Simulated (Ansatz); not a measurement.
**CH7BSSi: shape, modes and thermochemistry**

What shape does CH7BSSi take? The plan is to relax it, then compute its harmonic vibrations to see whether it is a minimum and to get the zero-point energy and entropy, and look at its orbitals and charge.

Method: RKS PBE0-D4/def2-TZVP; program: Ansatz 0.2.0, Gaussian basis.

Levels to be run: relaxation at PBE-D4/def2-SVP; relaxation at PBE0-D4/def2-TZVP; harmonic vibrations at the same level; a single point in def2-TZVPP for the fields.

### 1 The starting structure

11 atoms, charge 0, spin multiplicity 1.

Atoms are counted from 1 here; the program's logs count them from 0.

Bond lengths: B1–Si2 1.879 Å, B1–H5 1.244 Å, B1–H6 1.186 Å, Si2–S3 2.132 Å, Si2–H7 1.493 Å, Si2–H8 1.459 Å, S3–C4 1.743 Å, C4–H9 1.131 Å, C4–H10 1.085 Å, C4–H11 1.187 Å. Angles: Si2–B1–H5 120.2°, Si2–B1–H6 124.5°, H5–B1–H6 115.3°, B1–Si2–S3 108.6°, B1–Si2–H7 110.2°, B1–Si2–H8 111.4°, S3–Si2–H7 109.0°, S3–Si2–H8 110.0°, H7–Si2–H8 107.6°, Si2–S3–C4 96.6°, S3–C4–H9 112.0°, S3–C4–H10 114.6°, S3–C4–H11 109.8°, H9–C4–H10 110.4°, H9–C4–H11 102.7°, H10–C4–H11 106.6°.

Geometry (Å):

```
B    -1.00920    1.52900   -0.34270
Si    0.66070    0.75840   -0.72940
S     1.34550   -0.28330    0.99980
C     0.24210   -1.62630    0.87400
H    -1.60690    2.19180   -1.20870
H    -1.55440    1.45770    0.70760
H     1.64960    1.82030   -1.08000
H     0.57540   -0.15710   -1.86260
H     0.34640   -2.34270    1.74300
H     0.29120   -2.16430   -0.06750
H    -0.87500   -1.24050    0.98720
```

The start is a force-field geometry with small random shifts, so a cheaper pass at PBE-D4/def2-SVP comes first.

### 2 Geometry optimisation, PBE-D4/def2-SVP (cheap first pass)

Contents of in.yaml:

```yaml
crystal:
  periodic: [false, false, false]
  atoms:
    - {symbol: B, position_ang: [-1.009200, 1.529000, -0.342700]}
    - {symbol: Si, position_ang: [0.660700, 0.758400, -0.729400]}
    - {symbol: S, position_ang: [1.345500, -0.283300, 0.999800]}
    - {symbol: C, position_ang: [0.242100, -1.626300, 0.874000]}
    - {symbol: H, position_ang: [-1.606900, 2.191800, -1.208700]}
    - {symbol: H, position_ang: [-1.554400, 1.457700, 0.707600]}
    - {symbol: H, position_ang: [1.649600, 1.820300, -1.080000]}
    - {symbol: H, position_ang: [0.575400, -0.157100, -1.862600]}
    - {symbol: H, position_ang: [0.346400, -2.342700, 1.743000]}
    - {symbol: H, position_ang: [0.291200, -2.164300, -0.067500]}
    - {symbol: H, position_ang: [-0.875000, -1.240500, 0.987200]}
basis:
  gaussian: {orbitals: def2-SVP}
hamiltonian: {xc: pbe, dispersion: d4}
relax: {f_tol: 0.03, max_steps: 200}
```

The run is started by

```bash
$ ansatz run in.yaml --threads 2 --pin off --events-out ev --progress --plain --max-ram 4352MiB
```

The log of the run, cut to the lines that bear on the results:

```text
Functional definition: PBE
  name "PBE"
  cite "Perdew, Burke & Ernzerhof, Phys. Rev. Lett. 77, 3865 (1996) doi:10.1103/PhysRevLett.77.3865"
  parent pbe
[...]
1119 factors; their error is unknown
[...]
mean field -20520.19098536 eV, -754.1031096268 hartree, gradient 2.3e-5 eV, S^2 0.000000; 0 other end points of the search recorded, 0 dependent functions left out
[...]
reference -20520.19102161 eV, -754.1031109592 hartree; 24, 24 occupied and 75, 75 virtual orbitals, 1119 factors
relax step   1: F+E_penalty+E_count = -20520.43974186 eV  Δ(F+E_penalty+E_count) = +0.000e0 eV  max|allowed force component| = 3.354e0 eV/Å  Δτ_max = 0.0000 Å  (27 SCF iters, accepted)
[...]
relax step  10: F+E_penalty+E_count = -20520.92732057 eV  Δ(F+E_penalty+E_count) = -5.057e-3 eV  max|allowed force component| = 9.447e-2 eV/Å  Δτ_max = 0.1500 Å  (26 SCF iters, accepted)
[...]
relax step  19: F+E_penalty+E_count = -20521.20816528 eV  Δ(F+E_penalty+E_count) = -1.156e-1 eV  max|allowed force component| = 8.080e-1 eV/Å  Δτ_max = 0.1951 Å  (29 SCF iters, accepted)
[...]
relax step  28: F+E_penalty+E_count = -20521.56395374 eV  Δ(F+E_penalty+E_count) = -3.518e-3 eV  max|allowed force component| = 1.297e-1 eV/Å  Δτ_max = 0.0976 Å  (28 SCF iters, accepted)
[...]
relax step  35: F+E_penalty+E_count = -20521.59160772 eV  Δ(F+E_penalty+E_count) = -1.205e-3 eV  max|allowed force component| = 6.080e-2 eV/Å  Δτ_max = 0.0474 Å  (29 SCF iters, accepted)
[...]
relax step  36: F+E_penalty+E_count = -20521.59217127 eV  Δ(F+E_penalty+E_count) = -5.636e-4 eV  max|allowed force component| = 2.212e-2 eV/Å  Δτ_max = 0.0164 Å  (30 SCF iters, accepted)
1119 factors; their error is unknown
mean field -20521.33139008 eV, -754.1450187273 hartree, gradient 1.5e-5 eV, S^2 0.000000; 1 other end points of the search recorded, 0 dependent functions left out
[...]
reference -20521.33142689 eV, -754.1450200803 hartree; 24, 24 occupied and 75, 75 virtual orbitals, 1119 factors
Total energy: -20521.59220809 eV, -754.1546036125 hartree
Atom 0 at    -0.808318     1.319699     0.080225 Å, force    -0.022123    -0.011248     0.005164 eV/Å
Atom 1 at     0.457177     0.825876    -1.360614 Å, force     0.012128     0.001122    -0.011779 eV/Å
Atom 2 at     0.731842     0.281221     0.845915 Å, force     0.011860    -0.005588     0.009692 eV/Å
Atom 3 at     0.111148    -1.442774     0.887415 Å, force    -0.000631     0.001076     0.001600 eV/Å
Atom 4 at    -0.714381     2.471886     0.460657 Å, force     0.002314     0.007268     0.003175 eV/Å
Atom 5 at    -1.856129     0.711234     0.194884 Å, force     0.009119     0.005780    -0.006954 eV/Å
Atom 6 at     1.675313     1.622218    -1.743046 Å, force    -0.008047    -0.001979     0.002169 eV/Å
Atom 7 at     0.506383    -0.501789    -2.070396 Å, force    -0.003333    -0.000881     0.001340 eV/Å
Atom 8 at    -0.364086    -1.602279     1.874100 Å, force     0.001258     0.002132    -0.002753 eV/Å
Atom 9 at     0.964058    -2.135551     0.761238 Å, force    -0.001680     0.003217     0.000778 eV/Å
Atom 10 at    -0.637606    -1.606742     0.090322 Å, force    -0.000866    -0.000900    -0.002433 eV/Å
Dipole moment:     0.168006    -0.486615    -0.036623 e Å
```

Run time: 59 s. Hardware: 2 threads of Arm Neoverse V2, shared host.

Relaxation path: (not every step is listed) (the energy doesn't fall at every step)

| step | energy from step 1 (eV) | largest force component (eV/Å) |
| --- | --- | --- |
| 1 | 0.0000 | 3.3544 |
| 2 | -0.3745 | 1.4539 |
| 3 | -0.4384 | 0.3610 |
| 4 | -0.4642 | 0.2123 |
| 5 | -0.4687 | 0.0705 |
| 6 | -0.4763 | 0.0496 |
| 7 | -0.4752 | 0.2608 |
| 8 | -0.4805 | 0.0388 |
| 9 | -0.4825 | 0.1406 |
| 11 | -0.4833 | 0.1838 |
| 13 | -0.4919 | 0.1850 |
| 15 | -0.5177 | 0.3589 |
| 17 | -0.5724 | 0.8956 |
| 19 | -0.7684 | 0.8080 |
| 21 | -1.0479 | 0.8906 |
| 23 | -1.0365 | 0.6927 |
| 25 | -1.1142 | 0.0644 |
| 27 | -1.1088 | 0.7219 |
| 29 | -1.1322 | 0.2175 |
| 31 | -1.1409 | 0.2279 |
| 32 | -1.1500 | 0.1260 |
| 33 | -1.1371 | 0.2209 |
| 34 | -1.1507 | 0.1379 |
| 35 | -1.1519 | 0.0608 |
| 36 | -1.1524 | 0.0221 |

Close pairs (by a distance rule), those that changed most:

| bond | before (Å) | after (Å) | change (Å) |
| --- | --- | --- | --- |
| B1–S3 | 3.261 | 2.009 | -1.251 |
| Si2–S3 | 2.132 | 2.289 | +0.158 |
| B1–Si2 | 1.879 | 1.980 | +0.101 |
| S3–C4 | 1.743 | 1.833 | +0.090 |
| C4–H11 | 1.187 | 1.106 | -0.081 |
| Si2–H8 | 1.459 | 1.506 | +0.047 |
| B1–H6 | 1.186 | 1.217 | +0.032 |
| B1–H5 | 1.244 | 1.217 | -0.027 |

### 3 Optimising with PBE0-D4/def2-TZVP

Contents of in.yaml:

```yaml
crystal:
  periodic: [false, false, false]
  atoms:
    - {symbol: B, position_ang: [-0.808318, 1.319699, 0.080225]}
    - {symbol: Si, position_ang: [0.457177, 0.825876, -1.360614]}
    - {symbol: S, position_ang: [0.731842, 0.281221, 0.845915]}
    - {symbol: C, position_ang: [0.111148, -1.442774, 0.887415]}
    - {symbol: H, position_ang: [-0.714381, 2.471886, 0.460657]}
    - {symbol: H, position_ang: [-1.856129, 0.711234, 0.194884]}
    - {symbol: H, position_ang: [1.675313, 1.622218, -1.743046]}
    - {symbol: H, position_ang: [0.506383, -0.501789, -2.070396]}
    - {symbol: H, position_ang: [-0.364086, -1.602279, 1.874100]}
    - {symbol: H, position_ang: [0.964058, -2.135551, 0.761238]}
    - {symbol: H, position_ang: [-0.637606, -1.606742, 0.090322]}
basis:
  gaussian: {orbitals: def2-TZVP}
hamiltonian: {xc: pbe0, dispersion: d4}
relax: {f_tol: 0.005, max_steps: 150}
```

Launched as before.

The log of the run, cut to the lines that bear on the results:

```text
Functional definition: PBE0
  name "PBE0"
  cite "Adamo & Barone, J. Chem. Phys. 110, 6158 (1999) doi:10.1063/1.478522"
  cite "Perdew, Burke & Ernzerhof, Phys. Rev. Lett. 77, 3865 (1996) doi:10.1103/PhysRevLett.77.3865"
  parent pbe
[...]
1196 factors; their error is unknown
[...]
mean field -20531.99691902 eV, -754.5369696867 hartree, gradient 3.4e-5 eV, S^2 0.000000; 0 other end points of the search recorded, 0 dependent functions left out
[...]
reference -20531.99695313 eV, -754.5369709400 hartree; 24, 24 occupied and 154, 154 virtual orbitals, 1196 factors
relax step   1: F+E_penalty+E_count = -20532.21678487 eV  Δ(F+E_penalty+E_count) = +0.000e0 eV  max|allowed force component| = 4.994e-1 eV/Å  Δτ_max = 0.0000 Å  (27 SCF iters, accepted)
[...]
Atom 1 at     0.472996     0.792116    -1.320624 Å, force    -0.000713    -0.000211    -0.000898 eV/Å
Atom 2 at     0.738447     0.278032     0.837789 Å, force     0.000672    -0.000154     0.001098 eV/Å
Atom 3 at     0.109692    -1.416939     0.869902 Å, force    -0.000547    -0.000472    -0.000137 eV/Å
Atom 4 at    -0.718892     2.439306     0.451940 Å, force     0.000124     0.000064    -0.000265 eV/Å
Atom 5 at    -1.822585     0.691359     0.212202 Å, force    -0.001071     0.000480     0.000467 eV/Å
Atom 6 at     1.642891     1.608976    -1.730219 Å, force    -0.000560    -0.000152     0.000751 eV/Å
Atom 7 at     0.498179    -0.509415    -2.037805 Å, force     0.000221     0.001186     0.000448 eV/Å
Atom 8 at    -0.369977    -1.574651     1.835470 Å, force     0.000846     0.000342    -0.001133 eV/Å
Atom 9 at     0.941304    -2.109433     0.747686 Å, force    -0.000828     0.000500     0.000261 eV/Å
Atom 10 at    -0.621589    -1.561806     0.076178 Å, force     0.000426    -0.001157     0.000805 eV/Å
Dipole moment:     0.171436    -0.480318    -0.044108 e Å
```

It took 32 s on 2 threads of Arm Neoverse V2, shared host.

Step by step:

| step | energy from step 1 (eV) | largest force component (eV/Å) |
| --- | --- | --- |
| 1 | 0.0000 | 0.4994 |
| 2 | -0.0465 | 0.2374 |
| 3 | -0.0533 | 0.1041 |
| 4 | -0.0542 | 0.0237 |
| 5 | -0.0542 | 0.0378 |
| 6 | -0.0543 | 0.0087 |
| 7 | -0.0543 | 0.0014 |

Close pairs (by a distance rule), those that changed most:

| bond | before (Å) | after (Å) | change (Å) |
| --- | --- | --- | --- |
| Si2–S3 | 2.289 | 2.235 | -0.055 |
| S3–C4 | 1.833 | 1.808 | -0.025 |
| B1–H6 | 1.217 | 1.196 | -0.021 |
| Si2–H7 | 1.505 | 1.484 | -0.020 |
| Si2–H8 | 1.506 | 1.486 | -0.020 |
| B1–H5 | 1.217 | 1.197 | -0.020 |
| B1–Si2 | 1.980 | 1.963 | -0.017 |
| C4–H9 | 1.107 | 1.090 | -0.017 |

Mulliken charges at the end point, from the run's report:

| atom | value (e) |
| --- | --- |
| B1 | -0.20 |
| Si2 | 0.06 |
| S3 | 0.00 |
| C4 | -0.35 |
| H5 | 0.02 |
| H6 | 0.01 |
| H7 | 0.00 |
| H8 | 0.00 |
| H9 | 0.16 |
| H10 | 0.15 |
| H11 | 0.16 |

### 4 Vibrations by finite differences

Contents of in.yaml:

```yaml
crystal:
  periodic: [false, false, false]
  atoms:
    - {symbol: B, position_ang: [-0.805066, 1.305454, 0.078181]}
    - {symbol: Si, position_ang: [0.472996, 0.792116, -1.320624]}
    - {symbol: S, position_ang: [0.738447, 0.278032, 0.837789]}
    - {symbol: C, position_ang: [0.109692, -1.416939, 0.869902]}
    - {symbol: H, position_ang: [-0.718892, 2.439306, 0.451940]}
    - {symbol: H, position_ang: [-1.822585, 0.691359, 0.212202]}
    - {symbol: H, position_ang: [1.642891, 1.608976, -1.730219]}
    - {symbol: H, position_ang: [0.498179, -0.509415, -2.037805]}
    - {symbol: H, position_ang: [-0.369977, -1.574651, 1.835470]}
    - {symbol: H, position_ang: [0.941304, -2.109433, 0.747686]}
    - {symbol: H, position_ang: [-0.621589, -1.561806, 0.076178]}
basis:
  gaussian: {orbitals: def2-TZVP}
hamiltonian: {xc: pbe0, dispersion: d4}
phonons: {temperatures: {t_min: 298.15, t_max: 900, t_step: 200}}
```

Launched as before.

The log of the run, cut to the lines that bear on the results:

```text
Functional definition: PBE0
  name "PBE0"
  cite "Adamo & Barone, J. Chem. Phys. 110, 6158 (1999) doi:10.1063/1.478522"
  cite "Perdew, Burke & Ernzerhof, Phys. Rev. Lett. 77, 3865 (1996) doi:10.1103/PhysRevLett.77.3865"
  parent pbe
[...]
1196 factors; their error is unknown
[...]
mean field -20532.04948090 eV, -754.5389013001 hartree, gradient 3.0e-5 eV, S^2 0.000000; 0 other end points of the search recorded, 0 dependent functions left out
[...]
reference -20532.04951483 eV, -754.5389025472 hartree; 24, 24 occupied and 154, 154 virtual orbitals, 1196 factors
[...]
1196 factors; their error is unknown
mean field -20532.04937869 eV, -754.5388975438 hartree, gradient 2.9e-6 eV, S^2 0.000000; 0 other end points of the search recorded, 0 dependent functions left out
[...]
reference -20532.04941262 eV, -754.5388987908 hartree; 24, 24 occupied and 154, 154 virtual orbitals, 1196 factors
[...]
Atom 4 at    -0.718892     2.439306     0.451940 Å, force     0.000128     0.000040    -0.000269 eV/Å
Atom 5 at    -1.822585     0.691359     0.212202 Å, force    -0.001074     0.000504     0.000484 eV/Å
Atom 6 at     1.642891     1.608976    -1.730219 Å, force    -0.000553    -0.000145     0.000739 eV/Å
Atom 7 at     0.498179    -0.509415    -2.037805 Å, force     0.000225     0.001184     0.000443 eV/Å
Atom 8 at    -0.369977    -1.574651     1.835470 Å, force     0.000848     0.000346    -0.001144 eV/Å
Atom 9 at     0.941304    -2.109433     0.747686 Å, force    -0.000819     0.000490     0.000254 eV/Å
Atom 10 at    -0.621589    -1.561806     0.076178 Å, force     0.000411    -0.001150     0.000784 eV/Å
Dipole moment:     0.171438    -0.480321    -0.044108 e Å
Vibrations: 133.98 178.59 215.71 343.45 375.48 428.36 573.83 625.04 678.37 701.95 734.60 796.10 880.51 955.74 983.84 992.65 1101.83 1348.63 1459.41 1465.93 2220.10 2239.82 2563.46 2658.34 3069.86 3167.73 3173.63 cm⁻¹, zero-point energy 2.111881 eV
```

Wall time 2.9 min (2 threads of Arm Neoverse V2, shared host).

Motions are named by where the mode's potential energy lies. The modes, unscaled (a negative number is an imaginary wavenumber):

| mode | cm⁻¹ | motion |
| --- | --- | --- |
| 1 | 134 | torsion |
| 2 | 179 | bend |
| 3 | 216 | bend |
| 4 | 343 | bend |
| 5 | 375 | bend |
| 6 | 428 | Si–S and B–S stretch |
| 7 | 574 | bend |
| 8 | 625 | bend |
| 9 | 678 | bend with Si–B stretch |
| 10 | 702 | bend |
| 11 | 735 | C–S stretch |
| 12 | 796 | bend |
| 13 | 881 | bend |
| 14 | 956 | bend |
| 15 | 984 | bend |
| 16 | 993 | bend |
| 17 | 1102 | bend |
| 18 | 1349 | bend |
| 19 | 1459 | bend |
| 20 | 1466 | bend |
| 21 | 2220 | Si–H stretch |
| 22 | 2240 | Si–H stretch |
| 23 | 2563 | B–H stretch |
| 24 | 2658 | B–H stretch |
| 25 | 3070 | C–H stretch |
| 26 | 3168 | C–H stretch |
| 27 | 3174 | C–H stretch |

From these modes and the moments of inertia (298.15 K, 1 bar, symmetry number 1):

| term | value |
| --- | --- |
| zero-point energy | 48.7 kcal/mol |
| H(298) − E | 53.4 kcal/mol |
| entropy, translation | 165.0 J/(mol K) |
| entropy, rotation | 108.4 J/(mol K) |
| entropy, vibration | 54.1 J/(mol K) |
| entropy, total | 327.5 J/(mol K) |

### 5 A single point for the fields

in.yaml, as its differences from that of step 4:

```diff
@@ -15,4 +15,4 @@
 basis:
-  gaussian: {orbitals: def2-TZVP}
+  gaussian: {orbitals: def2-TZVPP}
 hamiltonian: {xc: pbe0, dispersion: d4}
-phonons: {temperatures: {t_min: 298.15, t_max: 900, t_step: 200}}
+output: {orbitals: {seedname: orbitals}}
```

Launched as before.

The log of the run:

```text
Functional definition: PBE0
  name "PBE0"
  cite "Adamo & Barone, J. Chem. Phys. 110, 6158 (1999) doi:10.1063/1.478522"
  cite "Perdew, Burke & Ernzerhof, Phys. Rev. Lett. 77, 3865 (1996) doi:10.1103/PhysRevLett.77.3865"
  parent pbe
  parameter a = 0.25
  parameter kappa = 0.804
  parameter beta = 0.06672455060314922
  exchange = (1 - a)*pbe_x(kappa = kappa, mu = beta*pi^2/3) + a*exact_x
  correlation = pbe_c(beta = beta)
1368 factors; their error is unknown
mean field evaluation 1: about -20525.9391 eV, gradient 4.8e1 eV
mean field evaluation 2: about -20523.3009 eV, gradient 5.6e1 eV
mean field evaluation 4: about -20532.0782 eV, gradient 1.5e0 eV
mean field evaluation 8: about -20532.1016 eV, gradient 6.0e-2 eV
mean field -20532.10163313 eV, -754.5408178593 hartree, gradient 8.3e-5 eV, S^2 0.000000; 0 other end points of the search recorded, 0 dependent functions left out
reference -20532.10166726 eV, -754.5408191135 hartree; 24, 24 occupied and 220, 220 virtual orbitals, 1368 factors
Total energy: -20532.32329542 eV, -754.5489637983 hartree
```

Wall time 3.9 s (2 threads of Arm Neoverse V2, shared host); peak memory 0.57 GiB.

Orbitals, density, ELF and potential are computed afterwards from the orbital file.

Frontier orbitals at PBE0-D4/def2-TZVPP, with the share of their density that lies nearest to each atom:

| orbital | energy (eV) | lies on |
| --- | --- | --- |
| HOMO | -6.98 | Si2 32 %; B1 23 %; S3 21 % |
| LUMO | -0.71 | Si2 37 %; S3 17 %; H7, H8 about 16 % each |

ELF in a plane through or near 4 of the atoms.

Ten even steps from ' ' (0.00) to '@' (1.00):
```
                                                        
                                                        
                ..                                      
            --####**==..                                
        ..##@@@@@@@@%%==..                              
        ::%%@@@@@@@@@@**::..          ::====::          
        ..##@@@@@@@@@@++------..    ::%%@@@@%%--        
          --**@@@@%%**--++####==::..++@@@@@@@@**..      
            ..==++++--++##%%##**++==##@@@@@@@@**::      
              ::--====**##++==**%%**++%%@@%%**::        
          ::--==--::::**%%##++##%%++--**##++::          
      ..==##%%%%**....--####**====**%%@@@@%%**..        
      ++%%@@@@@@@@++::::++++==....++@@@@@@@@@@--        
      ##@@@@@@@@@@%%++::::::..    --%%@@@@@@%%--        
      ++@@@@@@@@@@##==......        --%%%%##++          
      ..++@@@@@@%%==..                ..::..            
          ::----::                                      
                                                        
                                                        
                                                        
```
The map spans 9.9 Å across and 8.8 Å up, centred on the molecule. Atoms in the plane (x, y in Å): H5 (-1.8, 1.7), H7 (-2.3, -1.5), H9 (2.3, 0.8), H10 (2.1, -1.0).

On the surface of density 0.002 e/bohr³ the electrostatic potential runs, from the 1st to the 99th percentile, from -0.84 to 1.32 V.

### 6 Summary of results

| quantity | value |
| --- | --- |
| point group | C1 |
| steps | 36 + 7 |
| shift from the start (rms) | 0.941 Å |
| total energy | -20532.2711 eV |
| dispersion term | -222 meV |
| dipole moment | 2.46 D |
| lowest, highest wavenumber | 134, 3174 cm⁻¹ |
| zero-point energy | 48.7 kcal/mol |
| entropy at 298.15 K | 327.5 J/(mol K) |
| HOMO, LUMO | -6.98, -0.71 eV |

**Reading.** The atoms moved 0.94 Å (rms) from the start; the bond that changed most is B1–S3, from 3.261 to 2.004 Å. The bonds at the end are not those of the start, so the run found another structure. No mode is imaginary: a true minimum at this level. The stiffest mode, 3174 cm⁻¹, is a C–H stretch, and 2 modes under 200 cm⁻¹ make the vibrational entropy uncertain. Harmonic hybrid wavenumbers usually lie a few per cent above measured fundamentals. The largest Mulliken charge, -0.35 e, sits on C4. The HOMO lies mostly on Si2 32 %; B1 23 % and the LUMO on Si2 37 %; S3 17 %.
